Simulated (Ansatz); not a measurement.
# Ge2N: the cost of one run

Computed with Ansatz 0.2.0 (DFT PBE, scalar-relativistic, plane waves, PAW, unless a step's input says otherwise).

### 1 Starting point

Symmetry: P6/mmm, No. 191, hexagonal system. The conventional cell has a = 3.494 Å, b = 3.494 Å, c = 3.773 Å, α = 90.00°, β = 90.00°, γ = 120.00°. Ge (site symmetry -6m2) has 3 Ge at 2.02 Å and 6 N at 2.76 Å as nearest neighbours. Around N (site symmetry 6/mmm) lie 12 Ge at 2.76 Å.

Coordinates:

```xyz
3
Lattice="3.4939 0.0000 0.0000 -1.7470 3.0258 0.0000 0.0000 0.0000 3.7725" Properties=species:S:1:pos:R:3 pbc="T T T"
Ge    0.0000    2.0172    1.8863
Ge    1.7470    1.0086    1.8863
N     0.0000    0.0000    0.0000
```

This is candidate A: AlB2 type (P6/mmm, No. 191).

(A quick probe on a coarse mesh, which set the mesh and smearing, is not shown.)

### 3 Rough relaxation on the coarse mesh (candidate A)

File input.yaml:

```yaml
crystal:
  lattice:
    - [3.4939173548, 0.0, 0.0]
    - [-1.7469586774, 3.025821188, 0.0]
    - [0.0, 0.0, 3.7725021273]
  atoms:
    - { symbol: Ge, position: [0.3333333333, 0.6666666667, 0.5] }
    - { symbol: Ge, position: [0.6666666667, 0.3333333333, 0.5] }
    - { symbol: "N", position: [0.0, 0.0, 0.0] }
basis:
  ecutwfc: 420
kpoints:
  mp_grid: { grid: [6, 6, 4] }
hamiltonian:
  xc: pbe
scf:
  occupations: { method: gaussian, width: 0.1 }
  lower_state_search: "off"
output:
  forces: true
  stress: true
  eigenvalues: true
relax:
  adjacent_minimum: "off"
  f_tol: 0.04
  max_steps: 70
  cell: { stress_tol: 0.4 }
```

Started as:

```console
ansatz run input.yaml --threads 1 --pin off --max-ram 2560MiB --backend cpu --events-out ev --progress --plain --runs-dir out
```

Q: Estimate wall time and peak memory on 1 thread of Arm Neoverse V1, shared host.

About 18 s, with a peak of 0.31 GiB.
